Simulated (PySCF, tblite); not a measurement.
# C10H9F: geometry, infrared bands and NMR shifts

Wanted: the infrared bands and NMR shifts of C10H9F (`F[C@H]1C=Cc2ccccc2C1`), by calculation.

Programs: tblite 0.8.0 and PySCF 2.14.0, with density-fitted response routines of our own. Each step states its level of theory. These are calculated values for one molecule in the gas phase, unless marked as measured. Atoms count from 0, in the outputs and in this text.

### 1 Starting geometry

20 atoms, charge 0, multiplicity 1; geometry from: force field or distance geometry start.

Bonds of the start (Å): F0–C1 1.37, C1–C2 1.49, C2–C3 1.34, C3–C4 1.47, C4–C5 1.40, C5–C6 1.40, C6–C7 1.39, C7–C8 1.40, C8–C9 1.41, C9–C10 1.51, C10–C1 1.54, C9–C4 1.41, C1–H11 1.09, C2–H12 1.10, C3–H13 1.08, C5–H14 1.10, C6–H15 1.08, C7–H16 1.08, C8–H17 1.09, C10–H18 1.09, C10–H19 1.10.

### 2 Geometry optimisation with GFN2-xTB

What the job is given:

```
{"job": {"kind": "relax", "xc": "GFN2-xTB", "basis": "xTB"}, "charge": 0, "multiplicity": 1}
F     -2.382300    -0.703200     1.810900
C     -2.298500    -0.494200     0.455500
C     -2.167000     0.967500     0.201200
C     -1.012900     1.578600    -0.096500
C      0.232800     0.797900    -0.114900
C      1.460800     1.458300    -0.201600
C      2.656700     0.732800    -0.235800
C      2.629000    -0.657900    -0.191200
C      1.405200    -1.333300    -0.125500
C      0.196300    -0.606900    -0.076600
C     -1.126700    -1.336200    -0.073800
H     -3.228500    -0.880500     0.031800
H     -3.090400     1.560600     0.278600
H     -0.959900     2.641300    -0.259200
H      1.507900     2.553400    -0.225600
H      3.606300     1.250400    -0.274600
H      3.551100    -1.225900    -0.221500
H      1.385600    -2.422900    -0.110600
H     -1.338000    -1.619800    -1.103500
H     -1.032700    -2.249200     0.529800
```

Started as:

```
$ OMP_NUM_THREADS=1 python probes_run.py task.json out
```

The driver reads the jobs from task.json and runs them one after another.

**Question.** This job is followed by: GFN2-xTB harmonic vibrations, gas phase; GIAO PBE0/pcSseg-1 NMR shielding, non-relativistic, gas phase. Predict these results of the whole session: strongest single infrared mode (GFN2-xTB); zero-point energy (GFN2-xTB); ¹³C shifts against TMS (PBE0/pcSseg-1); ¹H shifts against TMS (PBE0/pcSseg-1); ¹⁹F shifts against CFCl3 (PBE0/pcSseg-1).

**Answer**, as computed:

| quantity | value |
| --- | --- |
| strongest single infrared mode (GFN2-xTB) | 1006 cm⁻¹, 90 km/mol |
| zero-point energy (GFN2-xTB) | 98.7 kcal/mol |
| ¹³C shifts against TMS (PBE0/pcSseg-1) | 141.7, 139.3, 136.7, 134.8, 134.2, 133.3, 132.3, 130.1, 85.5, 38.7 ppm |
| ¹H shifts against TMS (PBE0/pcSseg-1) | 7.59, 7.57, 7.57, 7.48, 7.13, 6.45, 5.27, 3.40, 2.96 ppm |
| ¹⁹F shifts against CFCl3 (PBE0/pcSseg-1) | -192.9 ppm |

In words: Relaxing lowered the energy by 0.110 eV in 55 steps; the close pair that moved most is C8–C9, from 1.411 to 1.385 Å. No mode is imaginary among the 54: a minimum at this level. The strongest single mode, at 1006 cm⁻¹, has its largest shares on C1, C10, H19 and F0 (the list is cut at 4 atoms). Unscaled tight-binding wavenumbers are off by several per cent, some by more. Its intensities can rank the bands wrongly. NICS(1)zz of -26 ppm above the planar ring from C4 marks a diatropic (aromatic) ring current.
